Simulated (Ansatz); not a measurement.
**GaH₅SSi: up Jacob's ladder to CCSD(T)**

An exercise on one series of results from a longer session: the logs are not shown, and one member is left open.

The runs use Ansatz 0.2.0, Gaussian basis; functionals in def2-TZVPP, the program's frozen cores in correlated methods.

Levels to be run: LDA (SPW92), PBE-D4, revPBE-D4, BLYP-D4, r2SCAN-D4, B97M-V, PBE0-D4, B3LYP-D4, r2SCANh-D4, r2SCAN0-D4, HSE06-D4, BHLYP-D4, CAM-B3LYP-D4, LC-ωPBE, ωB97X-V, ωB97M-V, B2PLYP, PBE-QIDH; CCSD(T)/def2-SVP; CCSD(T)/def2-TZVPP; MP2/def2-QZVPP; extrapolation to the limit; RPA on PBE.

### The relaxed structure

All runs share one geometry, relaxed beforehand with PBE0-D4 in a triple-zeta def2 set.

SMILES `[SiH3][GaH][SH]`, 8 atoms, charge 0, spin multiplicity 1.

Atoms are counted from 1 here; the program's logs count them from 0.

Bond lengths: Si1–Ga2 2.404 Å, Si1–H4 1.488 Å, Si1–H5 1.489 Å, Si1–H6 1.489 Å, Ga2–S3 2.205 Å, Ga2–H7 1.565 Å, S3–H8 1.343 Å. Angles: Ga2–Si1–H4 110.9°, Ga2–Si1–H5 110.5°, Ga2–Si1–H6 110.6°, H4–Si1–H5 108.4°, H4–Si1–H6 108.4°, H5–Si1–H6 108.0°, Si1–Ga2–S3 118.6°, Si1–Ga2–H7 128.2°, S3–Ga2–H7 113.2°, Ga2–S3–H8 95.4°.

Set-up of the first run:

File in.yaml:

```yaml
crystal:
  periodic: [false, false, false]
  atoms:
    - {symbol: Si, position_ang: [-0.753366, 0.837058, -0.688603]}
    - {symbol: Ga, position_ang: [0.980391, -0.020084, 0.739087]}
    - {symbol: S, position_ang: [1.059208, -2.190425, 1.118035]}
    - {symbol: H, position_ang: [-1.633924, -0.261100, -1.172062]}
    - {symbol: H, position_ang: [-0.163258, 1.522249, -1.871683]}
    - {symbol: H, position_ang: [-1.592483, 1.825690, 0.043366]}
    - {symbol: H, position_ang: [2.112474, 0.775584, 1.470706]}
    - {symbol: H, position_ang: [-0.009053, -2.488983, 0.361174]}
basis:
  gaussian: {orbitals: def2-TZVPP}
hamiltonian: {xc: lda}
output: {orbitals: {seedname: orbitals}}
```

On the command line:

```
$ ansatz run in.yaml --threads 2 --pin off --events-out ev --progress --plain --max-ram 4352MiB
```

Steps of the session up to this table: LDA; PBE-D4 (GGA); revPBE-D4 (GGA); BLYP-D4 (GGA); r2SCAN-D4 (meta-GGA); B97M-V (meta-GGA); PBE0-D4 (hybrid); B3LYP-D4 (hybrid); r2SCANh-D4 (hybrid); r2SCAN0-D4 (hybrid); HSE06-D4 (hybrid); BHLYP-D4 (hybrid); CAM-B3LYP-D4 (range-separated); LC-ωPBE (range-separated); ωB97X-V (range-separated); ωB97M-V (range-separated); B2PLYP (double hybrid); PBE-QIDH (double hybrid).

One table of the session follows, with a row left open; its other results are not shown here.

It belongs to the step «Frontier levels by functional». 

```
  functional  HOMO (eV)  LUMO (eV)  gap (eV)
 LDA (SPW92)      -6.73      -2.81      3.92
      PBE-D4      -6.59      -2.58      4.00
   revPBE-D4      -6.53      -2.48      4.05
     BLYP-D4      -6.41      -2.47      3.93
   r2SCAN-D4      -6.85      -2.42      4.44
      B97M-V      -6.93      -2.57      4.37
     PBE0-D4      -7.73      -1.84      5.88
    B3LYP-D4      -7.48      -2.05      5.42
  r2SCANh-D4      -7.27      -2.15      5.12
  r2SCAN0-D4      -7.91      -1.76      6.15
    HSE06-D4      -7.33      -2.21      5.12
    BHLYP-D4          ?          ?         ?
CAM-B3LYP-D4      -9.00      -0.90      8.10
     LC-ωPBE     -10.32       0.18     10.50
     ωB97X-V      -9.98       0.06     10.05
     ωB97M-V      -9.77      -0.11      9.66
```

Estimate the missing values for BHLYP-D4.

Worked estimate for «HOMO (eV)». Against the share of exact exchange, BLYP-D4 (0, -6.41), B3LYP-D4 (0.2, -7.48) give a slope of -5.35 per unit share; at 0.5 the line stands at -9.09.

As computed: HOMO (eV): -8.72; LUMO (eV): -1.06; gap (eV): 7.65. In «HOMO (eV)» the line misses by -0.37.
